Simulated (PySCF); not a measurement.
# C2H2FGe (SMILES C#[C][GeH][F]) at USCS-MP2/cc-pVDZ

What is the energy change on altering one bond length of C2H2FGe at USCS-MP2/cc-pVDZ? Input form: a Python script.

Program for the calculation: PySCF 2.14.0.

2 further runs of the same task are left out: 2 set aside as unsound or not needed.

### Step 1. The structure to begin with

C2H2FGe: 6 atoms, total charge 0, spin state doublet. As SMILES, `C#[C][GeH][F]`. Geometry: relaxed at PBE0-D4/def2-TZVP.

Bond lengths: C1–C2 1.208 Å, C2–Ge3 1.890 Å, Ge3–F4 1.742 Å, C1–H5 1.066 Å, Ge3–H6 1.546 Å. Angles: C1–C2–Ge3 172.4°, C2–Ge3–F4 106.6°, C2–C1–H5 178.7°, C2–Ge3–H6 112.0°, F4–Ge3–H6 106.4°.

### Step 2. The energy at USCS-MP2/cc-pVDZ

The input, input.py:

```python
from pyscf import gto, mp

mol = gto.Mole()
mol.atom = '''
C     -0.489817     0.140785    -3.342926
C      0.011716     0.065385    -1.117584
Ge     1.249298    -0.039873     2.230633
F     -0.041196    -2.725741     3.627518
H     -0.976799     0.202201    -5.297469
H      0.325978     2.236302     3.812711
'''
mol.max_memory = 1860
mol.verbose = 4
mol.spin = 1
mol.unit = 'bohr'
mol.basis = 'cc-pvdz'
mol.build()

hf = mol.UHF()
hf.conv_tol = 1e-10
hf.kernel()
if not hf.converged:
    hf = hf.newton().run(hf.mo_coeff, hf.mo_occ)

pt = mp.MP2(hf, frozen=12).run()
energy = hf.e_tot + 1.2 * pt.e_corr_os + pt.e_corr_ss / 3
print('E(%s) = %.9f' % ('SCS-MP2', energy))
```

The run is started by

```console
$ OMP_NUM_THREADS=1 python input.py
```

The program printed:

```text
PySCF version 2.14.0

[INPUT] num. atoms = 6
[INPUT] num. electrons = 55
[INPUT] charge = 0
[INPUT] spin (= nelec alpha-beta = 2S) = 1
[INPUT] symmetry False subgroup None
[INPUT] Mole.unit = bohr
[INPUT] Symbol           X                Y                Z      unit          X                Y                Z       unit  Magmom
[INPUT]  1 C     -0.259199993921   0.074500213639  -1.769000256992 AA   -0.489817000000   0.140785000000  -3.342926000000 Bohr   0.0
[INPUT]  2 C      0.006199840203   0.034600251936  -0.591399984089 AA    0.011716000000   0.065385000000  -1.117584000000 Bohr   0.0
[INPUT]  3 Ge     0.661100031248  -0.021099882931   1.180400149526 AA    1.249298000000  -0.039873000000   2.230633000000 Bohr   0.0
[INPUT]  4 F     -0.021799984381  -1.442400020070   1.919599857802 AA   -0.041196000000  -2.725741000000   3.627518000000 Bohr   0.0
[INPUT]  5 H     -0.516899770449   0.107000161225  -2.803299870355 AA   -0.976799000000   0.202201000000  -5.297469000000 Bohr   0.0
[INPUT]  6 H      0.172500128861   1.183400055135   2.017599773024 AA    0.325978000000   2.236302000000   3.812711000000 Bohr   0.0

nuclear repulsion = 231.057586146129
number of shells = 27
number of NR pGTOs = 169
number of NR cGTOs = 79
basis = cc-pvdz
ecp = {}

******** <class 'pyscf.scf.uhf.UHF'> ********
method = UHF
initial guess = minao
damping factor = 0
level_shift factor = 0
DIIS = <class 'pyscf.scf.diis.CDIIS'>
diis_start_cycle = 1
diis_space = 8
diis_damp = 0
SCF conv_tol = 1e-10
SCF conv_tol_grad = None
SCF max_cycles = 50
direct_scf = True
direct_scf_tol = 1e-13
number electrons alpha = 28  beta = 27
Set gradient conv threshold to 1e-05
init E= -2251.25530381128
[... the frontier-level lines of each cycle are left out ...]

[... 63 lines left out ...]
cycle= 17 E= -2251.6197591267  delta_E= -6.18e-08  |g|= 5.44e-05  |ddm|= 0.000983
cycle= 18 E= -2251.61975913526  delta_E= -8.57e-09  |g|= 2.55e-05  |ddm|= 0.00023
cycle= 19 E= -2251.61975913635  delta_E= -1.09e-09  |g|= 1.15e-05  |ddm|= 7.59e-05
cycle= 20 E= -2251.61975913663  delta_E= -2.76e-10  |g|= 6.38e-06  |ddm|= 3.14e-05
cycle= 21 E= -2251.6197591368  delta_E= -1.78e-10  |g|= 4.53e-06  |ddm|= 2.48e-05
cycle= 22 E= -2251.61975913698  delta_E= -1.79e-10  |g|= 2.65e-06  |ddm|= 3.17e-05
cycle= 23 E= -2251.61975913707  delta_E= -9.05e-11  |g|= 1.74e-06  |ddm|= 2.26e-05
Extra cycle  E= -2251.61975913708  delta_E= -5.91e-12  |g|= 1.57e-06  |ddm|= 2.64e-06
converged SCF energy = -2251.61975913708  <S^2> = 0.80242455  2S+1 = 2.0517549

******** <class 'pyscf.mp.ump2.UMP2'> ********
nocc = (np.int64(16), np.int64(15)), nmo = (67, 67)
frozen orbitals 12
E(UMP2) = -2252.14419509626  E_corr = -0.524435959184752
E(SCS-UMP2) = -2252.12947672609  E_corr = -0.509717589011263
E_corr(same-spin) = -0.138006417704353
E_corr(oppo-spin) = -0.386429541480399
E(SCS-MP2) = -2252.129476726
```

Wall time 3 s (1 thread of Arm Neoverse V2, shared host); peak memory 0.19 GiB.

### Step 3. The distorted shape

The input, input.py:

```python
from pyscf import gto, mp

mol = gto.M(
    atom='''
C     -0.112633    -0.286817    -2.020137
C      0.152767    -0.326717    -0.842537
Ge     0.807667    -0.382417     0.929263
F      0.124767    -1.803717     1.668463
H     -0.370333    -0.254317    -3.054437
H      0.172500     1.183400     2.017600
''',
    verbose=3,
    basis='cc-pvdz',
    spin=1,
    max_memory=1860,
)

mf = mol.UHF()
mf.conv_tol = 1e-10
mf.kernel()
if not mf.converged:
    mf = mf.newton().run(mf.mo_coeff, mf.mo_occ)

pt = mp.MP2(mf, frozen=12).run()
e_final = mf.e_tot + 1.2 * pt.e_corr_os + pt.e_corr_ss / 3
print(f'total energy: {e_final:.8f} hartree')
```

The run is started by

```console
$ OMP_NUM_THREADS=1 python input.py
```

The program printed:

```text
converged SCF energy = -2251.58194252709  <S^2> = 0.84557233  2S+1 = 2.0933918
E(UMP2) = -2252.10784238232  E_corr = -0.5258998552347
E(SCS-UMP2) = -2252.09334756896  E_corr = -0.511405041869965
total energy: -2252.09334757 hartree
```

It took 3.3 s on 1 thread of Arm Neoverse V2, shared host; peak memory 0.19 GiB.

### Step 4. Summary of results

At USCS-MP2/cc-pVDZ, 12 core orbitals frozen:

| quantity | value |
| --- | --- |
| first shape: total energy | -2252.12948 Eh |
| first shape: dipole moment (Hartree–Fock density) | 2.74 D |
| first shape: HOMO energy (Hartree–Fock orbitals) (highest over α and β) | -9.71 eV |
| first shape: LUMO energy (Hartree–Fock orbitals) (lowest over α and β) | 0.54 eV |
| first shape: correlation energy (12 core orbitals frozen) | -509.7 mEh |
| first shape: ⟨S²⟩ of the reference determinant | 0.802 |
| distorted shape: total energy | -2252.09335 Eh |
| distorted shape: dipole moment (Hartree–Fock density) | 2.81 D |
| distorted shape: HOMO energy (Hartree–Fock orbitals) (highest over α and β) | -9.94 eV |
| distorted shape: LUMO energy (Hartree–Fock orbitals) (lowest over α and β) | 0.10 eV |
| distorted shape: correlation energy (12 core orbitals frozen) | -511.4 mEh |
| distorted shape: ⟨S²⟩ of the reference determinant | 0.846 |
| energy change with the Ge3–H6 bond stretched from 1.546 to 2.010 Å | 0.983 eV |

In words: With the Ge3–H6 bond stretched from 1.546 to 2.010 Å the energy rises by 0.98 eV (22.7 kcal/mol). The first shape isn't relaxed at this level, so the change isn't measured from a minimum. Mulliken charges (first shape) of the mean-field density run from -0.51 on F4 to +0.83 on Ge3; they depend strongly on the basis. Mulliken charges (distorted shape) of the mean-field density run from -0.50 on F4 to +0.80 on Ge3; they depend strongly on the basis.
